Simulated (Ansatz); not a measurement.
# ZnO: the cost of one run

Computed with Ansatz 0.2.0 (DFT PBE, scalar-relativistic, plane waves, PAW, and further levels as typed in the inputs, unless a step's input says otherwise).

**1. The system as given**

The structure is hexagonal, space group P6_3mc (No. 186). Conventional cell: a = 3.249 Å, b = 3.249 Å, c = 5.204 Å, α = 90.00°, β = 90.00°, γ = 120.00°. Zn (site symmetry 3m) has 4 O at 1.97 to 1.99 Å as nearest neighbours. O (site symmetry 3m) is surrounded by 4 Zn at 1.97 to 1.99 Å.

Coordinates:

```xyz
4
Lattice="3.2494 0.0000 0.0000 -1.6247 2.8141 0.0000 0.0000 0.0000 5.2038" Properties=species:S:1:pos:R:3 pbc="T T T"
Zn    0.0000    1.8760    0.0000
Zn    1.6247    0.9380    2.6019
O     0.0000    1.8760    1.9884
O     1.6247    0.9380    4.5903
```

The structure rests on an entry of the Crystallography Open Database; cell or positions may have been set otherwise for this series.

**2. Relaxing the atoms: ZnO, no spin**

The input, input.yaml:

```yaml
crystal:
  lattice:
    - [3.2494, 0.0, 0.0]
    - [-1.6247, 2.8140629471, 0.0]
    - [0.0, 0.0, 5.2038]
  atoms:
    - { symbol: Zn, position: [0.3333333333, 0.6666666667, 0.0] }
    - { symbol: Zn, position: [0.6666666667, 0.3333333333, 0.5] }
    - { symbol: O, position: [0.3333333333, 0.6666666667, 0.3821] }
    - { symbol: O, position: [0.6666666667, 0.3333333333, 0.8821] }
scf:
  occupations: { method: fixed }
output:
  forces: true
  stress: true
  eigenvalues: true
  write_density: true
  write_potential: true
  elf: true
  volumetric_format: npy
kpoints:
  mp_grid: { grid: [8, 8, 5] }
relax:
  f_tol: 0.0005
  max_steps: 60
```

The run is started by

```bash
> ansatz run input.yaml --threads 8 --pin off --max-ram 24576MiB --backend cpu --events-out ev --progress --plain --runs-dir out
```

What time and memory should one allow on 8 threads of Intel Xeon 6975P-C (Granite Rapids), shared host?

About 2.1 s, with a peak of 0.5 GiB.
